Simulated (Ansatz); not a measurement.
# SiH₄S₃: basis-set convergence

The task here is to estimate one member of a computed series from the others.

The runs use Ansatz 0.2.0, Gaussian basis; one geometry, several basis sets.

The runs, in order: PBE0-D4/def2-SVP; ωB97M-V/def2-SVP; PBE0-D4/def2-QZVPP; ωB97M-V/def2-QZVPP; the functionals' def2-TZVPP values are taken from earlier runs.

### The geometry

The geometry comes from an earlier relaxation with PBE0-D4 in a triple-zeta def2 set; it is a stationary point, not always the lowest conformer.

SMILES `S[SiH](S)S`, 8 atoms, charge 0, spin multiplicity 1.

Atoms are counted from 1 here; the program's logs count them from 0.

Bond lengths: S1–Si2 2.123 Å, S1–H5 1.344 Å, Si2–S3 2.132 Å, Si2–S4 2.134 Å, Si2–H6 1.483 Å, S3–H7 1.344 Å, S4–H8 1.345 Å. Angles: Si2–S1–H5 94.0°, S1–Si2–S3 103.1°, S1–Si2–S4 106.5°, S1–Si2–H6 115.2°, S3–Si2–S4 117.1°, S3–Si2–H6 107.6°, S4–Si2–H6 107.7°, Si2–S3–H7 93.2°, Si2–S4–H8 93.7°.

Set-up of the first run:

The input, in.yaml:

```yaml
crystal:
  periodic: [false, false, false]
  atoms:
    - {symbol: S, position_ang: [-0.544318, 1.776523, -1.229097]}
    - {symbol: Si, position_ang: [0.100097, 0.183459, 0.018025]}
    - {symbol: S, position_ang: [2.044813, -0.262413, -0.732720]}
    - {symbol: S, position_ang: [-1.377765, -1.347655, -0.143471]}
    - {symbol: H, position_ang: [-1.843336, 1.616831, -0.921319]}
    - {symbol: H, position_ang: [0.241697, 0.523948, 1.454083]}
    - {symbol: H, position_ang: [2.509806, -0.628189, 0.473616]}
    - {symbol: H, position_ang: [-1.038894, -1.919604, 1.025182]}
basis:
  gaussian: {orbitals: def2-SVP}
hamiltonian: {xc: pbe0, dispersion: d4}
output: {orbitals: {seedname: orbitals}}
```

Steps of the session up to this table: PBE0-D4 in def2-SVP; ωB97M-V in def2-SVP; PBE0-D4 in def2-QZVPP; ωB97M-V in def2-QZVPP.

One of the session's tables, all rows but one given; the rest of the session is left out.

It belongs to the step «Functionals by basis». 

```
functional       basis  HOMO (eV)  LUMO (eV)
   PBE0-D4    def2-SVP          ?          ?
   PBE0-D4  def2-TZVPP      -7.53      -0.36
   PBE0-D4  def2-QZVPP      -7.56      -0.54
   ωB97M-V    def2-SVP      -9.54       2.03
   ωB97M-V  def2-TZVPP      -9.68       1.49
   ωB97M-V  def2-QZVPP      -9.72       1.09
```

Estimate the missing values for PBE0-D4, def2-SVP.

As computed: HOMO (eV): -7.43; LUMO (eV): 0.06. In the column «HOMO (eV)» it is the highest.
